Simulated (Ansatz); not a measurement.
# Mg (P6_3/mmc): all-electron equation of state in Python

Where is the equilibrium volume of Mg (P6_3/mmc) with all electrons, and how stiff is it? A script is to give an all-electron equation of state; the system is Mg (P6_3/mmc).

Computed with Ansatz 0.2.0 through its Python package. Level of theory: DFT PBE, all-electron LAPW.

**1. Starting point**

The structure is hexagonal, space group P6_3/mmc (No. 194). The conventional cell has a = 3.209 Å, b = 3.209 Å, c = 5.210 Å, α = 90.00°, β = 90.00°, γ = 120.00°. Mg (site symmetry -6m2) is surrounded by 12 Mg at 3.20 to 3.21 Å.

No structure file is read: the coordinates are typed or built in the script.

**2. The code**

Input file eos_lapw.py:

```python
# -*- coding: utf-8 -*-
'''E(V) of Mg on LAPW.'''

import warnings

import ansatz as az
from ase.eos import EquationOfState
from ase.units import GPa
import numpy as np

vectors0 = np.array([
    [3.2093, 0.0, 0.0],
    [-1.60465, 2.779335, 0.0],
    [0.0, 0.0, 5.2103],
])
sites = [
    ('Mg', (1 / 3, 2 / 3, 0.25)),
    ('Mg', (2 / 3, 1 / 3, 0.75)),
]


def on_lattice(cell):
    crystal = az.Crystal(lattice=az.Lattice.of(cell))
    for symbol, position in sites:
        crystal = crystal.atom(symbol, position)
    return crystal

warnings.simplefilter('ignore', az.DeckWarning)

volumes, energies = [], []
for scale in np.linspace(0.94, 1.06, 7):
    cell = vectors0 * scale ** (1 / 3)
    job = (
        on_lattice(cell).calculation()
        .functional('PBE')
        .occupations('Fermi-Dirac', width=0.3)
        .scf(tolerance=1e-08)
        .kpoints(12, 12, 7)
        .pseudopotentials('all_electron', lapw=True)
    )
    r = job.run().report
    volumes.append(abs(np.linalg.det(cell)) / len(sites))
    energies.append(r['free_energy_ev'] / len(sites))
    print(f'{scale:.3f} {volumes[-1]:9.4f} A^3/atom {energies[-1]:16.5f} eV/atom  (estimated basis error {1000 * r["lapw_basis_errors"]["total_ev_per_atom"]:.2f} meV/atom)')
v0, e0, bulk = EquationOfState(volumes, energies, eos='birchmurnaghan').fit()
print(f'V0 = {v0:.4f} A^3/atom, B0 = {bulk / GPa:.1f} GPa')
```

**3. The run**

Command:

```bash
$ python eos_lapw.py
```

The log of the run:

```text
0.940   21.8430 A^3/atom      -5451.44104 eV/atom  (estimated basis error 0.07 meV/atom)
0.960   22.3077 A^3/atom      -5451.44631 eV/atom  (estimated basis error 0.07 meV/atom)
0.980   22.7725 A^3/atom      -5451.44915 eV/atom  (estimated basis error 0.07 meV/atom)
1.000   23.2372 A^3/atom      -5451.44979 eV/atom  (estimated basis error 0.07 meV/atom)
1.020   23.7020 A^3/atom      -5451.44843 eV/atom  (estimated basis error 0.07 meV/atom)
1.040   24.1667 A^3/atom      -5451.44528 eV/atom  (estimated basis error 0.07 meV/atom)
1.060   24.6314 A^3/atom      -5451.44051 eV/atom  (estimated basis error 0.07 meV/atom)
V0 = 23.1462 A^3/atom, B0 = 34.8 GPa
```

Wall time 30 s (1 thread of Arm Neoverse V1, shared host); peak memory 0.34 GiB.

**4. Run by run**

From the records of these 7 runs:

```tsv
run	volume (Å³/atom)	energy from run 4 (meV/atom)	SCF cycles	CPU time (s)
1	21.843	8.75	6	4.2
2	22.308	3.47	6	4.1
3	22.772	0.64	6	4.1
4	23.237	0.00	6	4.1
5	23.702	1.35	6	4.2
6	24.167	4.50	6	4.2
7	24.631	9.28	6	4.2
```

Energies are free energies F = E - TS of the smeared occupations. 

**5. Outcome**

| quantity | value |
| --- | --- |
| runs compared | 7 |
| range of energy | 9.28 meV/atom |
| lowest point, volume (Å³/atom) | 23.237 |
| equilibrium volume (fit) | 23.15 Å³/atom |
| bulk modulus (fit) | 35 GPa |

In words: A third-order Birch-Murnaghan fit through the 7 points has its minimum at 23.15 Å³ an atom, 0.4 % below the typed cell, with a bulk modulus of 35 GPa and dB/dP = 4.1. From that minimum the energy rises by 8.8 meV an atom on the compressed side and 9.3 meV on the expanded side. Caveats:
- Shape and fractional positions are held along the curve, so the bulk modulus is an upper value where they are free to relax, by a factor of two or more in layered or hydrogen-bonded cells.
- The smearing is wide enough that free energy and stress hold a thermal part of the electrons.
